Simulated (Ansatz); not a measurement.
**C2H7InO: basis-set convergence**

The task here is to estimate one member of a computed series from the others.

Computed with Ansatz 0.2.0, Gaussian basis. Level: one geometry, several basis sets.

The runs, in order: PBE0-D4/def2-SVP; ωB97M-V/def2-SVP; PBE0-D4/def2-QZVPP; ωB97M-V/def2-QZVPP; the functionals' def2-TZVPP values are taken from earlier runs.

## The geometry

All runs share one geometry, relaxed beforehand with PBE0-D4 in a triple-zeta def2 set. In takes the def2 core potential; no spin-orbit term is included.

SMILES `C[O][InH][CH3]`, 11 atoms, charge 0, spin multiplicity 1.

Atoms are counted from 1 here; the program's logs count them from 0.

Bond lengths: C1–O2 1.395 Å, C1–H5 1.102 Å, C1–H6 1.099 Å, C1–H7 1.099 Å, O2–In3 1.996 Å, In3–C4 2.141 Å, In3–H8 1.707 Å, C4–H9 1.089 Å, C4–H10 1.091 Å, C4–H11 1.091 Å. Angles: O2–C1–H5 114.0°, O2–C1–H6 110.6°, O2–C1–H7 110.6°, H5–C1–H6 107.1°, H5–C1–H7 107.1°, H6–C1–H7 107.3°, C1–O2–In3 123.9°, O2–In3–C4 112.6°, O2–In3–H8 110.0°, C4–In3–H8 137.4°, In3–C4–H9 111.3°, In3–C4–H10 109.5°, In3–C4–H11 109.5°, H9–C4–H10 109.1°, H9–C4–H11 109.1°, H10–C4–H11 108.2°.

The first run:

File in.yaml:

```yaml
crystal:
  periodic: [false, false, false]
  atoms:
    - {symbol: C, position_ang: [-0.586850, 1.768142, 0.411640]}
    - {symbol: O, position_ang: [-0.289352, 1.342097, -0.883216]}
    - {symbol: In, position_ang: [0.326437, -0.502272, -1.336082]}
    - {symbol: C, position_ang: [0.481217, -1.763790, 0.386631]}
    - {symbol: H, position_ang: [-0.454428, 0.989997, 1.180084]}
    - {symbol: H, position_ang: [0.052719, 2.614650, 0.696438]}
    - {symbol: H, position_ang: [-1.628646, 2.110632, 0.475832]}
    - {symbol: H, position_ang: [0.585707, -0.633500, -3.017950]}
    - {symbol: H, position_ang: [0.825602, -2.761576, 0.117472]}
    - {symbol: H, position_ang: [1.181421, -1.323614, 1.098491]}
    - {symbol: H, position_ang: [-0.493827, -1.840756, 0.870660]}
basis:
  gaussian: {orbitals: def2-SVP}
hamiltonian: {xc: pbe0, dispersion: d4}
output: {orbitals: {seedname: orbitals}}
```

On the command line:

```
> ansatz run in.yaml --threads 4 --pin off --events-out ev --progress --plain --max-ram 10444MiB
```

Among the steps run: PBE0-D4 in def2-SVP; ωB97M-V in def2-SVP; PBE0-D4 in def2-QZVPP; ωB97M-V in def2-QZVPP.

One table of the session follows, with a row left open; its other results are not shown here.

It belongs to the step «Functionals by basis». 

| functional | basis | HOMO (eV) |
| --- | --- | --- |
| PBE0-D4 | def2-SVP | -6.94 |
| PBE0-D4 | def2-TZVPP | -7.09 |
| PBE0-D4 | def2-QZVPP | ? |
| ωB97M-V | def2-SVP | -9.32 |
| ωB97M-V | def2-TZVPP | -9.49 |
| ωB97M-V | def2-QZVPP | -9.53 |

**Question.** Estimate the row for PBE0-D4, def2-QZVPP.

As computed: HOMO (eV): -7.12. In the column «HOMO (eV)» it lies between ωB97M-V, def2-SVP (-9.32) and PBE0-D4, def2-TZVPP (-7.09).
